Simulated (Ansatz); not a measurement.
MnCoGe:

```xyz
6
Lattice="4.0911 0.0000 0.0000 -2.0456 3.5430 0.0000 0.0000 0.0000 5.1439" Properties=species:S:1:pos:R:3 pbc="T T T"
Ge    0.0000    2.3620    1.2860
Ge    2.0456    1.1810    3.8579
Co    2.0456    1.1810    1.2860
Co    0.0000    2.3620    3.8579
Mn    0.0000    0.0000    2.5719
Mn    0.0000    0.0000    0.0000
```

The cell is a database's computed one.

Base run:

| Quantity | Value |
| --- | --- |
| Program | Ansatz 0.2.0 |
| Functional | PBEsol |
| Potentials or basis | PseudoDojo standard (PBEsol files) |
| Cutoff | 1306 eV |
| Density cutoff | 5225 eV |
| k mesh | 8 × 8 × 5 |
| Occupations | fermi-dirac, width 0.05 eV |
| Spin | collinear spin, ferromagnetic start |
| Starting moments | [0.0, 0.0, 2.0, 2.0, 4.0, 4.0] μB |

Its results: band gap on the k mesh none (metal or under the smearing width); pressure -8.8 GPa; net moment 6.28 μB per cell; site moments Ge -0.06; Co +0.44; Mn +2.73 μB.

Task: The run is repeated on the same cell with these changes: potentials or basis from PseudoDojo standard (PBEsol files) to Ansatz PAW; cutoff from 1306 eV to 420 eV (not typed: the program's choice for these potentials). What comes out?

Result: Band gap on the k mesh none (metal or under the smearing width); pressure -9.7 GPa; net moment 6.11 μB per cell; site moments Ge -0.06; Co +0.44; Mn +2.64 μB.

Caveats: the PAW data sets come from PBE, with cores solved anew for the run's functional, which leaves a small shift of forces and pressure (some runs).
